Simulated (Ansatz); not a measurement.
# Cl₂FGeI: basis-set convergence

The task here is to estimate one member of a computed series from the others.

Method: one geometry, several basis sets; program: Ansatz 0.2.0, Gaussian basis.

The runs, in order: PBE0-D4/def2-SVP; ωB97M-V/def2-SVP; PBE0-D4/def2-QZVPP; ωB97M-V/def2-QZVPP; the functionals' def2-TZVPP values are taken from earlier runs.

## The geometry

The geometry comes from an earlier relaxation with PBE0-D4 in a triple-zeta def2 set; it is a stationary point. I takes the def2 core potential; no spin-orbit term is included.

SMILES `[F][Ge]([Cl])([Cl])[I]`, 5 atoms, charge 0, spin multiplicity 1.

Atoms are counted from 1 here; the program's logs count them from 0.

Bond lengths: F1–Ge2 1.717 Å, Ge2–Cl3 2.116 Å, Ge2–Cl4 2.116 Å, Ge2–I5 2.466 Å. Angles: F1–Ge2–Cl3 106.6°, F1–Ge2–Cl4 106.6°, F1–Ge2–I5 108.6°, Cl3–Ge2–Cl4 109.9°, Cl3–Ge2–I5 112.4°, Cl4–Ge2–I5 112.4°.

Set-up of the first run:

in.yaml

```yaml
crystal:
  periodic: [false, false, false]
  atoms:
    - {symbol: F, position_ang: [-0.395740, -0.050008, 1.716875]}
    - {symbol: Ge, position_ang: [-0.006633, -0.060081, 0.044763]}
    - {symbol: Cl, position_ang: [1.716243, -1.269672, -0.167055]}
    - {symbol: Cl, position_ang: [-1.643804, -0.957139, -0.950848]}
    - {symbol: I, position_ang: [0.379733, 2.263200, -0.685136]}
basis:
  gaussian: {orbitals: def2-SVP}
hamiltonian: {xc: pbe0, dispersion: d4}
output: {orbitals: {seedname: orbitals}}
```

Steps of the session up to this table: PBE0-D4 in def2-SVP; ωB97M-V in def2-SVP; PBE0-D4 in def2-QZVPP; ωB97M-V in def2-QZVPP.

One table of the session follows, with a row left open; its other results are not shown here.

It belongs to the step «Functionals by basis». 

```
functional       basis  HOMO (eV)  LUMO (eV)
   PBE0-D4    def2-SVP      -8.49      -2.46
   PBE0-D4  def2-TZVPP      -8.55      -2.55
   PBE0-D4  def2-QZVPP      -8.57      -2.59
   ωB97M-V    def2-SVP     -10.60      -0.38
   ωB97M-V  def2-TZVPP     -10.69      -0.57
   ωB97M-V  def2-QZVPP          ?          ?
```

**Question.** Estimate the row for ωB97M-V, def2-QZVPP.

The run gave: HOMO (eV): -10.72; LUMO (eV): -0.65. In the column «HOMO (eV)» it is the lowest.
